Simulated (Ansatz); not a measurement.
**Niobium, dhcp under LDA: ground state and equation of state**

The plan for niobium in the dhcp structure: relax it, solve it on a dense k-mesh, then scale the cell to 7 volumes from 88 to 112 % of the relaxed one and try a fit of the equation of state. Spin polarisation is left out. The k-meshes are 12×12×4 for the relaxation; 17×17×4 for the dense run; 15×15×4 for the volumes.

Computed with Ansatz 0.2.0 (DFT LDA (PW92), plane waves (420 eV) with PAW, scalar-relativistic; the PAW data stem from PBE, with regenerated cores, unless a step says otherwise).

## (1) The starting structure

The structure is hexagonal, space group P6_3/mmc (No. 194). The conventional cell has a = 2.940 Å, b = 2.940 Å, c = 9.603 Å, α = 90.00°, β = 90.00°, γ = 120.00°. Nb (site symmetry -3m) is surrounded by 12 Nb at 2.94 Å. Around Nb (site symmetry -6m2) lie 12 Nb at 2.94 Å.

Structure file:

```cif
data_structure
_symmetry_space_group_name_H-M 'P 1'
_symmetry_Int_Tables_number 1
_cell_length_a 2.9403
_cell_length_b 2.9403
_cell_length_c 9.6031
_cell_angle_alpha 90.000
_cell_angle_beta 90.000
_cell_angle_gamma 120.000
_cell_volume 71.90
loop_
_atom_site_label
_atom_site_type_symbol
_atom_site_fract_x
_atom_site_fract_y
_atom_site_fract_z
_atom_site_occupancy
Nb1 Nb 0.00000 0.00000 0.00000 1
Nb2 Nb 0.00000 0.00000 0.50000 1
Nb3 Nb 0.33333 0.66667 0.25000 1
Nb4 Nb 0.66667 0.33333 0.75000 1
```

## (2) Relaxation of the cell

Contents of input.yaml:

```yaml
crystal:
  lattice:
    - [2.9403180252, 0.0, 0.0]
    - [-1.4701590126, 2.546390105, 0.0]
    - [0.0, 0.0, 9.6030786702]
  atoms:
    - { symbol: Nb, position: [0.0, 0.0, 0.0] }
    - { symbol: Nb, position: [0.0, 0.0, 0.5] }
    - { symbol: Nb, position: [0.3333333333, 0.6666666667, 0.25] }
    - { symbol: Nb, position: [0.6666666667, 0.3333333333, 0.75] }
hamiltonian:
  xc: lda
  pseudopotentials:
    kind: paw
    azcp:
      Nb: "pseudopotentials/Nb.paw.azcp"
basis:
  ecutwfc: 420
  fft_grid_basis: typed
kpoints:
  mp_grid: { grid: [12, 12, 4], shift: [0, 0, 0] }
magnetization:
  spin_polarized: false
scf:
  occupations: { method: fermi_dirac, width: 0.1 }
relax:
  max_steps: 60
  f_tol: 0.01
  cell: {}
output:
  write_density: true
  write_potential: true
  elf: true
  volumetric_format: npy
```

Further steps of the session: Dense single point; At 88 % of the relaxed volume; At 92 % of the relaxed volume; At 96 % of the relaxed volume; At 100 % of the relaxed volume; At 104 % of the relaxed volume; At 108 % of the relaxed volume; At 112 % of the relaxed volume.

**Question.** What will these runs give? Wanted: space group; conventional cell; volume; shortest distance; gap on the mesh; relative to bcc; highest ELF outside the cores; V₀, B₀, B₀′.

**Answer**, as computed:

| quantity | value |
| --- | --- |
| space group (spins left aside) | P6_3/mmc (No. 194) |
| conventional cell | a = 2.804 Å, c = 10.364 Å (c/a = 3.696) |
| volume | 17.644 Å³/atom |
| shortest distance | 2.804 Å |
| gap on the mesh | none (levels filled in part) |
| relative to bcc | +313 meV/atom |
| highest ELF outside the cores | 0.58, 1.79 Å from the nearest atom |
| V₀, B₀, B₀′ | 17.616 Å³/atom, 182 GPa, 3.8 |

**Reading.** The relaxation shrank the cell by 1.8 % in volume. Against the reference form of niobium (bcc, computed apart with the same settings) it stands 313 meV/atom higher, so it is far from stable. Levels at the Fermi energy are filled in part, as in a metal. The fitted modulus is 182 GPa; letting shape and positions relax at each volume could only lower it. The symmetry was held, so the structure may be unstable against distortions that break it.
